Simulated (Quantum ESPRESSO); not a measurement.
# Si3S (Im-3m) in Quantum ESPRESSO: notebook, part 2 of 4

Quantum ESPRESSO 7.5. The steps go on from the part before.

## (3) Phonons, PBE+D2

pw.in reads:

```
&CONTROL
  calculation = 'scf'
  prefix = 'pwscf'
  outdir = './tmp'
  pseudo_dir = './pseudo'
  tprnfor = .true.
  tstress = .true.
  disk_io = 'low'
/
&SYSTEM
  ibrav = 0
  nat = 4
  ntyp = 2
  ecutwfc = 47
  nbnd = 15
  occupations = 'smearing'
  smearing = 'fd'
  degauss = 0.00367493
  vdw_corr = 'grimme-d2'
/
&ELECTRONS
  conv_thr = 8d-10
  electron_maxstep = 120
  mixing_beta = 0.5
/
ATOMIC_SPECIES
Si    28.0850 14_Si_4_1.9_1.9_pbe_n_v1.0.upf
S     32.0600 16_S_6_1.8_1.9_pbe_n_v1.0.upf
CELL_PARAMETERS angstrom
  -2.5254800000    2.5254800000    2.5254800000
   2.5254800000   -2.5254800000    2.5254800000
   2.5254800000    2.5254800000   -2.5254800000
ATOMIC_POSITIONS crystal
Si     0.0000000000    0.5000000000    0.5000000000
Si     0.5000000000    0.0000000000    0.5000000000
Si     0.5000000000    0.5000000000    0.0000000000
S      0.0000000000    0.0000000000    0.0000000000
K_POINTS automatic
6 6 6 1 1 1
```

relax.in reads:

```
&CONTROL
  calculation = 'vc-relax'
  prefix = 'pwscf'
  outdir = './tmp'
  pseudo_dir = './pseudo'
  tprnfor = .true.
  tstress = .true.
  disk_io = 'low'
  nstep = 40
  forc_conv_thr = 0.0001
  etot_conv_thr = 1d-06
/
&SYSTEM
  ibrav = 0
  nat = 4
  ntyp = 2
  ecutwfc = 47
  nbnd = 15
  occupations = 'smearing'
  smearing = 'fd'
  degauss = 0.00367493
  vdw_corr = 'grimme-d2'
/
&ELECTRONS
  conv_thr = 8d-10
  electron_maxstep = 120
  mixing_beta = 0.5
/
&IONS
  ion_dynamics = 'bfgs'
/
&CELL
  cell_dynamics = 'bfgs'
  press = 0
  press_conv_thr = 0.2
/
ATOMIC_SPECIES
Si    28.0850 14_Si_4_1.9_1.9_pbe_n_v1.0.upf
S     32.0600 16_S_6_1.8_1.9_pbe_n_v1.0.upf
CELL_PARAMETERS angstrom
  -2.5254800000    2.5254800000    2.5254800000
   2.5254800000   -2.5254800000    2.5254800000
   2.5254800000    2.5254800000   -2.5254800000
ATOMIC_POSITIONS crystal
Si     0.0000000000    0.5000000000    0.5000000000
Si     0.5000000000    0.0000000000    0.5000000000
Si     0.5000000000    0.5000000000    0.0000000000
S      0.0000000000    0.0000000000    0.0000000000
K_POINTS automatic
6 6 6 1 1 1
```

scf2.in reads:

```
&CONTROL
  calculation = 'scf'
  prefix = 'pwscf'
  outdir = './tmp'
  pseudo_dir = './pseudo'
  tprnfor = .true.
  tstress = .true.
  disk_io = 'low'
/
&SYSTEM
  ibrav = 0
  nat = 4
  ntyp = 2
  ecutwfc = 47
  nbnd = 15
  occupations = 'smearing'
  smearing = 'fd'
  degauss = 0.00367493
  vdw_corr = 'grimme-d2'
/
&ELECTRONS
  conv_thr = 1d-13
  electron_maxstep = 120
  mixing_beta = 0.5
  startingpot = 'file'
  startingwfc = 'file'
/
ATOMIC_SPECIES
Si    28.0850 14_Si_4_1.9_1.9_pbe_n_v1.0.upf
S     32.0600 16_S_6_1.8_1.9_pbe_n_v1.0.upf
CELL_PARAMETERS angstrom
  -2.5038575862    2.5038575862    2.5038575862
   2.5038575862   -2.5038575862    2.5038575862
   2.5038575862    2.5038575862   -2.5038575862
ATOMIC_POSITIONS crystal
Si     0.0000000000    0.5000000000    0.5000000000
Si     0.5000000000    0.0000000000    0.5000000000
Si     0.5000000000    0.5000000000    0.0000000000
S      0.0000000000    0.0000000000    0.0000000000
K_POINTS automatic
6 6 6 1 1 1
```

ph.in reads:

```
phonons of Si3S
&INPUTPH
  prefix = 'pwscf'
  outdir = './tmp'
  tr2_ph = 1d-18
  fildyn = 'dyn'
  niter_ph = 90
  alpha_mix(1) = 0.4
/
0.0000000000 0.0000000000 0.0000000000
```

dynmat.in reads:

```
&INPUT
  fildyn = 'dyn'
  asr = 'crystal'
  filout = 'dynmat.disp'
  fileig = 'dynmat.eig'
/
```

Potentials or basis: SPMS 1.0 PBE.

Command:

```sh
> OMP_NUM_THREADS=1 pw.x -in pw.in > pw.out
> OMP_NUM_THREADS=1 pw.x -in relax.in > relax.out
> OMP_NUM_THREADS=1 pw.x -in scf2.in > scf2.out
> OMP_NUM_THREADS=1 ph.x -in ph.in > ph.out
> OMP_NUM_THREADS=1 dynmat.x -in dynmat.in > dynmat.out
```

pw.out:

```text
This program is part of the open-source Quantum ESPRESSO suite
     for quantum simulation of materials; please cite
[... 9 lines left out ...]
     --------------------
     sticks:   dense  smooth     PW     G-vecs:    dense   smooth      PW
     Sum         957     957    283                18781    18781    3055

     Using Slab Decomposition

     bravais-lattice index     =            0
     lattice parameter (alat)  =       8.2662  a.u.
     unit-cell volume          =     434.7989 (a.u.)^3
     number of atoms/cell      =            4
     number of atomic types    =            2
     number of electrons       =        18.00
     number of Kohn-Sham states=           15
     kinetic-energy cutoff     =      47.0000  Ry
     charge density cutoff     =     188.0000  Ry
     scf convergence threshold =      8.0E-10
     mixing beta               =       0.5000
     number of iterations used =            8  plain     mixing
     Exchange-correlation= PBE
                           (   1   4   3   4   0   0   0)

     celldm(1)=   8.266153  celldm(2)=   0.000000  celldm(3)=   0.000000
     celldm(4)=   0.000000  celldm(5)=   0.000000  celldm(6)=   0.000000

     crystal axes: (cart. coord. in units of alat)
               a(1) = (  -0.577350   0.577350   0.577350 )
               a(2) = (   0.577350  -0.577350   0.577350 )
               a(3) = (   0.577350   0.577350  -0.577350 )

     reciprocal axes: (cart. coord. in units 2 pi/alat)
               b(1) = ( -0.000000  0.866025  0.866025 )
               b(2) = (  0.866025 -0.000000  0.866025 )
[... 166 lines left out ...]

    -5.2971  -1.4189   1.2449   3.0484   3.1331   5.4331   5.7666   7.2907
     8.7948  10.0887  11.4908  11.9736  13.9237  14.1863  15.4059

          k = 0.1443-0.1443 0.4330 (  2376 PWs)   bands (ev):

    -5.3720  -1.0684   0.8316   3.2815   3.7600   4.2829   6.7865   6.8710
     7.8448  10.2081  11.6921  12.8442  13.5125  14.0818  14.9883

          k =-0.7217-0.2887-0.2887 (  2366 PWs)   bands (ev):

    -5.1073  -1.1935   0.0284   3.1219   3.6384   5.1370   5.7836   6.9707
     8.6883  11.6017  12.0923  12.2213  13.4863  14.0672  15.8274

          k = 0.4330 0.4330 0.4330 (  2340 PWs)   bands (ev):
[... 11 lines left out ...]
    -5.1121  -0.9855   0.6329   2.3396   3.3316   4.8914   5.2612   6.7457
     8.0913  12.1837  12.8868  13.4217  14.0660  14.7760  15.3659

          k =-0.7217-0.1443-0.1443 (  2385 PWs)   bands (ev):

    -4.9786  -0.3347  -0.3347   2.5836   3.3831   3.3831   5.4049   8.0168
     8.0168  11.3581  14.3237  14.3237  14.3497  15.3554  15.3555

          k =-0.0000-0.0000 0.7217 (  2390 PWs)   bands (ev):

    -4.9217  -0.2506   0.6510   1.8566   1.8566   2.9277   7.2434   7.7671
     7.7671  11.0867  13.7600  14.7330  14.7330  14.9691  16.5626

     the Fermi energy is     9.3139 ev

!    total energy              =     -47.37109968 Ry
     estimated scf accuracy    <          1.4E-10 Ry
     smearing contrib. (-TS)   =      -0.00075419 Ry
     internal energy E=F+TS    =     -47.37034549 Ry

     The total energy is F=E-TS. E is the sum of the following terms:
     one-electron contribution =      14.67268704 Ry
     hartree contribution      =       2.64147260 Ry
     xc contribution           =     -15.52586527 Ry
     ewald contribution        =     -49.08621419 Ry
     Dispersion Correction     =      -0.07242567 Ry

     convergence has been achieved in   8 iterations

     Forces acting on atoms (cartesian axes, Ry/au):

     atom    1 type  1   force =     0.00000000    0.00000000   -0.00000000
     atom    2 type  1   force =     0.00000000    0.00000000    0.00000000
     atom    3 type  1   force =    -0.00000000    0.00000000    0.00000000
     atom    4 type  2   force =    -0.00000000    0.00000000   -0.00000000

     Total force =     0.000000     Total SCF correction =     0.000000

     Computing stress (Cartesian axis) and pressure

          total   stress  (Ry/bohr**3)                   (kbar)     P=      -28.13
  -0.00019125   0.00000000   0.00000000          -28.13        0.00        0.00
   0.00000000  -0.00019125  -0.00000000            0.00      -28.13       -0.00
   0.00000000   0.00000000  -0.00019125            0.00        0.00      -28.13

=------------------------------------------------------------------------------=
   JOB DONE.
=------------------------------------------------------------------------------=
```

relax.out:

```text
This program is part of the open-source Quantum ESPRESSO suite
     for quantum simulation of materials; please cite
[... 9 lines left out ...]
     --------------------
     sticks:   dense  smooth     PW     G-vecs:    dense   smooth      PW
     Sum         957     957    283                18781    18781    3055
[... 1140 lines left out ...]
  -0.00000021  -0.00000000  -0.00000000           -0.03       -0.00       -0.00
  -0.00000000  -0.00000021  -0.00000000           -0.00       -0.03       -0.00
  -0.00000000  -0.00000000  -0.00000021           -0.00       -0.00       -0.03

=------------------------------------------------------------------------------=
   JOB DONE.
=------------------------------------------------------------------------------=
```

scf2.out:

```text
This program is part of the open-source Quantum ESPRESSO suite
     for quantum simulation of materials; please cite
[... 9 lines left out ...]
     --------------------
     sticks:   dense  smooth     PW     G-vecs:    dense   smooth      PW
     Sum         941     941    281                18533    18533    3043
[... 226 lines left out ...]
  -0.00000020   0.00000000   0.00000000           -0.03        0.00        0.00
   0.00000000  -0.00000020   0.00000000            0.00       -0.03        0.00
   0.00000000   0.00000000  -0.00000020            0.00        0.00       -0.03

=------------------------------------------------------------------------------=
   JOB DONE.
=------------------------------------------------------------------------------=
```

Wall time 3.4 min (1 thread of Arm Neoverse V2, shared host); peak memory 0.06 GiB.

What came out:

| Item | Value |
| --- | --- |
| Free energy | -644.5313 eV |
| Relaxed volume | 15.70 Å³/atom |
| Relaxed cell | a = 4.337 Å, b = 4.337 Å, c = 4.337 Å, α = 109.47°, β = 109.47°, γ = 109.47° |
| Space group after relaxing (to 0.05 Å) | Im-3m (No. 229) |
| Pressure after relaxing | 0.0 GPa |
| Band gap on the k mesh | none (metal or under the smearing width) |
| Highest phonon frequency at Γ | 350 cm⁻¹ |
| Most unstable mode | 107i cm⁻¹ |

Step by step:
```tsv
step	energy change (eV)	largest force (eV/Å)	pressure (GPa)	volume (Å³)
1	0.0000	0.0000	-2.81	64.43
2	-0.0118	0.0000	-1.29	63.51
3	-0.0147	0.0000	0.06	62.76
4	-0.0148	0.0000	0.00	62.79
```

Final structure:
```xyz
4
Lattice="-2.5039 2.5039 2.5039 2.5039 -2.5039 2.5039 2.5039 2.5039 -2.5039" Properties=species:S:1:pos:R:3 pbc="T T T"
Si    2.5039    0.0000    0.0000
Si    0.0000    2.5039    0.0000
Si    0.0000    0.0000    2.5039
S     0.0000    0.0000    0.0000
```

Levels at points of the mesh, in eV from the Fermi level:
```tsv
k point	band 5	band 6	band 7	band 8	band 9	band 10	band 11	band 12	band 13	band 14
(0.08, 0.08, 0.08)	-4.69	-4.31	-4.31	-2.71	-1.50	-1.50	2.49	2.92	2.92	3.55
```

Phonon frequencies in cm⁻¹ (negative: imaginary):
```tsv
q point	frequencies
(0.000, 0.000, 0.000)	-107 -107 -107 -1 -1 -1 234 234 234 350 350 350
```

Optical modes at Γ, degenerate ones joined:
```csv
cm⁻¹,components,symmetry,active in
107i,3,T1u,IR
234,3,T1u,IR
350,3,T2u,silent
```

Caveat: the k mesh is coarse; the mesh is thin for the phonons of a metal; some modes are imaginary; pairwise dispersion overbinds metals, which lowers pressure and volume.

(Continued in part 3 of 4.)
